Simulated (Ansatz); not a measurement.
CsLiCr2Te2S3:

```
Cs Li Cr Te S
1.0
     7.05684    0.00000    0.00788
     0.00000    3.98060    0.00000
    -2.68302    0.00000    8.67869
Cs Li Cr Te S
1 1 2 2 3
Direct
  0.07739 0.00000 0.37706
  0.86424 0.50000 0.78883
  0.12646 0.00000 0.94616
  0.59290 0.50000 0.97165
  0.50838 0.00000 0.15270
  0.55612 0.00000 0.74893
  0.87426 0.00000 0.68502
  0.25176 0.50000 0.84402
  0.96294 0.50000 0.05357
```

The cell was built by a generator and needn't be a form met in nature.

- Program: Ansatz 0.2.0
- Task: relaxation of cell and atoms
- Functional: PBE
- Dispersion: D3(BJ)-ATM
- Potentials or basis: Ansatz PAW
- Cutoff: 420 eV (not typed: the program's choice for these potentials)
- k mesh: 3 × 5 × 3
- Occupations: fermi-dirac, width 0.05 eV
- Spin: collinear spin, ferromagnetic start
- Starting moments: [0.0, 0.0, 3.0, 3.0, 0.0, 0.0, 0.0, 0.0, 0.0] μB

At the start: volume 27.10 Å³/atom.

Where does the relaxation end?

It ends after 8 steps and the volume is 25.45 Å³/atom (-6.1 %); space group Pm (No. 6, to 0.05 Å); moment 6.00 μB per cell.

The path:
| step | energy change (eV) | largest force (eV/Å) | volume (Å³) |
| --- | --- | --- | --- |
| 1 | 0.0000 | 0.0779 | 243.87 |
| 2 | -0.0508 | 0.1863 | 233.44 |
| 3 | -0.0632 | 0.1352 | 229.71 |
| 4 | -0.0667 | 0.1078 | 229.00 |
| 5 | -0.0680 | 0.0233 | 229.26 |
| 6 | -0.0684 | 0.0116 | 229.01 |
| 7 | -0.0684 | 0.0071 | 229.01 |
| 8 | -0.0670 | 0.0071 | 229.01 |

Final structure:
```xyz
9
Lattice="6.9844 0.0000 -0.0121 0.0000 3.9103 0.0000 -2.6798 0.0000 8.3898" Properties=species:S:1:pos:R:3 pbc="T T T"
Cs   -0.4375    0.0000    3.2172
Li    3.8830    1.9551    6.5830
Cr   -1.6517    0.0000    7.9268
Cr    1.5454    1.9551    8.1738
Te    3.1339    0.0000    1.3523
Te    1.8638    0.0000    6.2448
S     4.2633    0.0000    5.6666
S    -0.4975    1.9551    7.0279
S     6.6026    1.9551    0.4632
```

Caveat: the plane-wave basis is chosen anew once the cell has moved, so the energies of steps on either side of that aren't comparable; only a ferromagnetic start was run, and an antiferromagnetic order may lie lower in energy.
